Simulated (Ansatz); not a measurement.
# C2H5ClFGaO: small, medium and large basis sets

Aim: see how fast density functionals converge with the basis set for C2H5ClFGaO.

The runs use Ansatz 0.2.0, Gaussian basis; one geometry, several basis sets.

Levels to be run: PBE0-D4/def2-SVP; ωB97M-V/def2-SVP; PBE0-D4/def2-QZVPP; ωB97M-V/def2-QZVPP; the functionals' def2-TZVPP values are taken from earlier runs.

**1. The relaxed structure**

The geometry comes from an earlier relaxation with PBE0-D4 in a triple-zeta def2 set; it is a stationary point, not always the lowest conformer.

SMILES `CC[O][Ga]([F])[Cl]`, 11 atoms, charge 0, spin multiplicity 1.

Atoms are counted from 1 here; the program's logs count them from 0.

Bond lengths: C1–C2 1.511 Å, C1–H7 1.093 Å, C1–H8 1.095 Å, C1–H9 1.092 Å, C2–O3 1.420 Å, C2–H10 1.094 Å, C2–H11 1.097 Å, O3–Ga4 1.758 Å, Ga4–F5 1.745 Å, Ga4–Cl6 2.105 Å. Angles: C2–C1–H7 110.6°, C2–C1–H8 110.9°, C2–C1–H9 110.6°, H7–C1–H8 107.5°, H7–C1–H9 108.3°, H8–C1–H9 108.9°, C1–C2–O3 112.3°, C1–C2–H10 110.3°, C1–C2–H11 110.1°, O3–C2–H10 105.8°, O3–C2–H11 110.8°, H10–C2–H11 107.3°, C2–O3–Ga4 121.9°, O3–Ga4–F5 119.4°, O3–Ga4–Cl6 122.1°, F5–Ga4–Cl6 118.5°.

**2. PBE0-D4 in def2-SVP**

The input, in.yaml:

```yaml
crystal:
  periodic: [false, false, false]
  atoms:
    - {symbol: C, position_ang: [0.002164, -1.260449, 0.672856]}
    - {symbol: C, position_ang: [0.998241, -0.246130, 0.161681]}
    - {symbol: O, position_ang: [0.500491, 1.082263, 0.231581]}
    - {symbol: Ga, position_ang: [-0.827547, 1.629788, -0.781549]}
    - {symbol: F, position_ang: [-1.453386, 0.571634, -2.019993]}
    - {symbol: Cl, position_ang: [-1.670770, 3.547513, -0.580974]}
    - {symbol: H, position_ang: [0.439913, -2.261980, 0.673387]}
    - {symbol: H, position_ang: [-0.887039, -1.289891, 0.035172]}
    - {symbol: H, position_ang: [-0.303065, -1.018193, 1.693114]}
    - {symbol: H, position_ang: [1.902626, -0.259058, 0.777805]}
    - {symbol: H, position_ang: [1.298374, -0.495497, -0.863069]}
basis:
  gaussian: {orbitals: def2-SVP}
hamiltonian: {xc: pbe0, dispersion: d4}
output: {orbitals: {seedname: orbitals}}
```

Run with:

```
ansatz run in.yaml --threads 2 --pin off --events-out ev --progress --plain --max-ram 22528MiB --backend cpu
```

The runs that follow: ωB97M-V in def2-SVP; PBE0-D4 in def2-QZVPP; ωB97M-V in def2-QZVPP.

Before running them: what should the planned runs give, taken together? Wanted: PBE0-D4: double and triple zeta above quadruple; ωB97M-V: double and triple zeta above quadruple.

The runs gave:

| quantity | value |
| --- | --- |
| PBE0-D4: double and triple zeta above quadruple | 21.23, 1.96 eV |
| ωB97M-V: double and triple zeta above quadruple | 21.32, 1.88 eV |

**Reading.** For PBE0-D4 the step from double to triple zeta gains 19.26 eV and the next only 1.96 eV. Total energies overstate the basis error of differences, where much of it tends to cancel.
